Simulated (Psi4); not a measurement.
# SnNH4F (SMILES [NH2][SnH2][F]): DSD-PBEP86/def2-SVP (core potential, density fitting for correlation)

What is the vertical ionisation energy of SnNH4F at DSD-PBEP86/def2-SVP (core potential, density fitting for correlation)? 

The calculation is run with Psi4 1.11.

7 further runs of the same task are left out: 7 that didn't finish.

## Step 1: Starting point

SnNH4F has 7 atoms, charge 0, and is taken as a singlet. SMILES: `[NH2][SnH2][F]`. Geometry: relaxed at PBE0-D4/def2-TZVP. This is one conformer, not always the lowest.

Bond lengths: N1–Sn2 1.995 Å, Sn2–F3 1.926 Å, N1–H4 1.008 Å, N1–H5 1.008 Å, Sn2–H6 1.699 Å, Sn2–H7 1.699 Å. Angles: N1–Sn2–F3 105.2°, N1–Sn2–H6 111.6°, N1–Sn2–H7 111.8°, F3–Sn2–H6 103.8°, F3–Sn2–H7 103.8°, Sn2–N1–H4 117.7°, Sn2–N1–H5 117.8°, H6–Sn2–H7 119.0°, H4–N1–H5 110.3°.

## Step 2: The energy at DSD-PBEP86/def2-SVP (core potential, density fitting for correlation)

fh4nsn.xyz reads:

```xyz
7
FH4NSn
N     -0.824600     0.088300    -0.943000
Sn     0.497700    -0.065100     0.542900
F      0.233900    -1.827500     1.272400
H     -1.584200     0.741400    -0.829600
H     -0.469500     0.125500    -1.885700
H      0.113100     0.971100     1.833800
H      2.094900    -0.101800    -0.036600
```

run.py reads:

```python
import numpy as np
from ase.calculators.psi4 import Psi4
from ase.io import read

a = read('fh4nsn.xyz')
calc = Psi4(atoms=a, method='dsd-pbep86', basis='def2-SVP', memory='2200MB', num_threads=1, charge=0, multiplicity=1, label='calc')
calc.psi4.set_options({'puream': True, 'e_convergence': 1e-09, 'd_convergence': 1e-08, 'scf_type': 'pk', 'dft_radial_points': 99, 'dft_spherical_points': 590, 'num_frozen_docc': 6})
a.calc = calc

print(f'energy: {a.get_potential_energy():.6f} eV')
```

The run is started by

```bash
$ python run.py
```

calc.dat:

```text
[...]
    !!!  WARNING: ECP capability is in beta. Please check occupations closely.  !!!
[...]
  Running in c1 symmetry.
[...]
  Nuclear repulsion =  145.283382765587589
[...]
  Multiplicity = 1
[...]
  Nalpha       = 21
  Nbeta        = 21
[...]
    Number of basis functions: 74
[...]
   @RKS iter   1:  -370.00465104522931   -2.00194e+00   9.00965e-03 ADIIS/DIIS
[...]
   @RKS iter  11:  -370.18956845549246   -8.18545e-12   6.48566e-09 DIIS
[...]
    Orbital Energies [Eh]
    ---------------------
    Doubly Occupied:
       1A    -25.647129     2A    -15.117333     3A     -5.625584
       4A     -3.870208     5A     -3.868587     6A     -3.868038
       7A     -1.349441     8A     -1.254618     9A     -1.249033
      10A     -1.245112    11A     -1.244119    12A     -1.228784
      13A     -1.008743    14A     -0.639722    15A     -0.598857
      16A     -0.512838    17A     -0.508464    18A     -0.499352
      19A     -0.455794    20A     -0.422220    21A     -0.361717
[...]
  @RKS Final Energy:  -370.18956845549246
   => Energetics <=
    Nuclear Repulsion Energy =            145.2833827655875893
    One-Electron Energy =                -882.2811082864809578
    Two-Electron Energy =                 377.4396880319869183
    DFT Exchange-Correlation Energy =     -10.6315309665860340
    Empirical Dispersion Energy =           0.0000000000000000
    VV10 Nonlocal Energy =                  0.0000000000000000
    Total Energy =                       -370.1895684554924628
[...]
 Multipole Moments:
 ------------------------------------------------------------------------------------
     Multipole            Electronic (a.u.)      Nuclear  (a.u.)        Total (a.u.)
 ------------------------------------------------------------------------------------
 L = 1.  Multiply by 2.5417464519 to convert [e a0] to [Debye]
 Dipole X            :         12.8346026          -12.6133992            0.2212034
 Dipole Y            :         10.8319872           -9.3422708            1.4897165
 Dipole Z            :          7.3759328           -7.9986764           -0.6227436
 Magnitude           :                                                    1.6297226
[...]
```

The script printed:

```text
energy: -10080.258695 eV
```

Wall time 8.1 s (1 thread of Intel Xeon 6975P-C (Granite Rapids), shared host); peak memory 0.97 GiB.

## Step 3: The doublet cation

input.inp reads:

```
memory 2.2 GB

molecule geom {
  1 2
  N     -0.824600     0.088300    -0.943000
  Sn     0.497700    -0.065100     0.542900
  F      0.233900    -1.827500     1.272400
  H     -1.584200     0.741400    -0.829600
  H     -0.469500     0.125500    -1.885700
  H      0.113100     0.971100     1.833800
  H      2.094900    -0.101800    -0.036600
  symmetry c1
  no_reorient
  no_com
}

set basis def2-SVP
set reference uks
set puream true
set e_convergence 1e-09
set d_convergence 1e-08
set scf_type pk
set dft_radial_points 99
set dft_spherical_points 590
set num_frozen_docc 6
set maxiter 100

energy_value, wavefunction = energy('dsd-pbep86', return_wfn=True)
```

The run is started by

```bash
$ psi4 input.inp input.out -n 1
```

input.out:

```text
[...]
    !!!  WARNING: ECP capability is in beta. Please check occupations closely.  !!!
[...]
  Running in c1 symmetry.
[...]
  Nuclear repulsion =  145.283382765587589
[...]
  Multiplicity = 2
[...]
  Nalpha       = 21
  Nbeta        = 20
[...]
    Number of basis functions: 74
[...]
   @UKS iter   1:  -369.53889017443350   -1.47122e+00   8.92204e-03 ADIIS/DIIS
[...]
   @UKS iter  17:  -369.85061608405806   -2.16005e-12   6.04140e-09 DIIS
[...]
   @S^2 Observed:                7.565769076E-01
[...]
    Orbital Energies [Eh]
    ---------------------
    Alpha Occupied:
       1A    -25.843681     2A    -15.519889     3A     -5.854541
       4A     -4.102253     5A     -4.097004     6A     -4.093604
       7A     -1.550615     8A     -1.500393     9A     -1.476225
      10A     -1.474872    11A     -1.470704    12A     -1.447634
      13A     -1.396594    14A     -0.959613    15A     -0.916946
      16A     -0.831733    17A     -0.764033    18A     -0.700152
      19A     -0.689790    20A     -0.669048    21A     -0.620011
    Alpha Virtual:
      22A     -0.158821    23A     -0.127328    24A     -0.087174
      25A     -0.046779    26A     -0.045741    27A     -0.041424
[...]
  @UKS Final Energy:  -369.85061608405806
   => Energetics <=
    Nuclear Repulsion Energy =            145.2833827655875893
    One-Electron Energy =                -871.8789371972284243
    Two-Electron Energy =                 367.2809652738764044
    DFT Exchange-Correlation Energy =     -10.5360269262936530
    Empirical Dispersion Energy =           0.0000000000000000
    VV10 Nonlocal Energy =                  0.0000000000000000
    Total Energy =                       -369.8506160840580606
[...]
 Multipole Moments:
 ------------------------------------------------------------------------------------
     Multipole            Electronic (a.u.)      Nuclear  (a.u.)        Total (a.u.)
 ------------------------------------------------------------------------------------
 L = 1.  Multiply by 2.5417464519 to convert [e a0] to [Debye]
 Dipole X            :        -14.5831915           14.0531373           -0.5300542
 Dipole Y            :         30.8955346          -29.3387540            1.5567806
 Dipole Z            :        -31.4973542           30.0018589           -1.4954954
 Magnitude           :                                                    2.2228427
[...]
```

Run time: 14 s. Hardware: 1 thread of Intel Xeon 6975P-C (Granite Rapids), shared host; peak memory 0.95 GiB.

## Step 4: Outcome

At DSD-PBEP86/def2-SVP (core potential, density fitting for correlation), 6 core orbitals frozen:

```
                                                                quantity          value
                                            singlet SnNH4F: total energy  -370.44268 Eh
                       singlet SnNH4F: HOMO energy (SCF part's orbitals)       -9.84 eV
                       singlet SnNH4F: LUMO energy (SCF part's orbitals)        1.96 eV
                     singlet SnNH4F: HOMO–LUMO gap (SCF part's orbitals)       11.80 eV
                                            doublet cation: total energy  -370.08128 Eh
doublet cation: HOMO energy (SCF part's orbitals) (highest over α and β)      -16.79 eV
 doublet cation: LUMO energy (SCF part's orbitals) (lowest over α and β)       -8.85 eV
                                                    doublet cation: ⟨S²⟩          0.757
                      vertical ionisation energy (to the doublet cation)       9.834 eV
```

Removing an electron at fixed nuclei costs 9.83 eV (949 kJ/mol). The negative HOMO energy of the first species, 9.84 eV, lies 0.01 eV above that difference.
